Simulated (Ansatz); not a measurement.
# Br (bcc type): how the settings move a single-point run

Aim: see which settings change the result for Br (bcc type), by how much, and at what cost.

Program: Ansatz 0.2.0. Level of theory: reference: DFT, PBEsol, all-electron PAW with datasets made for the crystal, scalar-relativistic. These are calculated values, not measurements.

## Step 1: Starting point

The structure is cubic, space group Im-3m (No. 229). The conventional cell has a = 3.203 Å, b = 3.203 Å, c = 3.203 Å, α = 90.00°, β = 90.00°, γ = 90.00°. Br (site symmetry m-3m) has 8 Br at 2.77 Å in its first shell of neighbours.

Coordinates:

```
CELL_PARAMETERS angstrom
-1.60156 1.60156 1.60156
1.60156 -1.60156 1.60156
1.60156 1.60156 -1.60156
ATOMIC_POSITIONS crystal
Br 0.00000 0.00000 0.00000
```

## Step 2: The reference run

Contents of input.yaml:

```yaml
crystal:
  lattice:
    - [-1.6015632746, 1.6015632746, 1.6015632746]
    - [1.6015632746, -1.6015632746, 1.6015632746]
    - [1.6015632746, 1.6015632746, -1.6015632746]
  atoms:
    - { symbol: Br, position: [0.0, 0.0, 0.0] }
kpoints:
  mp_grid: { grid: [16, 16, 16] }
scf:
  occupations: { method: fermi_dirac, width: 0.05 }
hamiltonian:
  xc: pbesol
  pseudopotentials: { kind: all_electron, datasets: crystal }
output:
  forces: true
  stress: true
  eigenvalues: true
```

Command:

```
$ ansatz run input.yaml --threads 1 --pin off --max-ram 2048MiB --backend cpu --events-out ev --progress --plain --runs-dir out
```

## Step 3: Variant: occupations.width 0.3, n_extra_bands 2

input.yaml, as its differences from that of step 2:

```diff
@@ -10,3 +10,4 @@
 scf:
-  occupations: { method: fermi_dirac, width: 0.05 }
+  occupations: { method: fermi_dirac, width: 0.3 }
+  n_extra_bands: 2
 hamiltonian:
```

**Question.** What will these runs give? Wanted: for each run, ending; energy change; pressure; gap; force.

The runs gave:

```
                                      run     ending        energy change  pressure (GPa)  gap (eV)  force (eV/Å)  cycles   time
                                reference  converged                    0            41.5      0.00          0.00       6  5.2 s
1: occupations.width 0.3, n_extra_bands 2  converged  -7.4 meV/atom (σ→0)            42.9      0.00          0.00       6    6 s
```

Residual by cycle in the longest SCF loop of each run; runs are numbered as in the table. The quantity is the density residual dr2, in eV.

```
cycle  reference    run 1
    1     0.0148   0.0154
    2    0.00234   0.0023
    3     5.0e-6   5.0e-6
    4     4.3e-7   4.6e-7
    5     1.9e-8   4.1e-9
    6    4.6e-10  1.3e-10
```

What this shows: Changing the smearing and band count moves the energy by -7.4 meV/atom (σ→0 values), and the pressure goes from 41.5 to 42.9 GPa. The structure is not at rest: the sound run finds 41 GPa, so these are no properties of the relaxed crystal. 
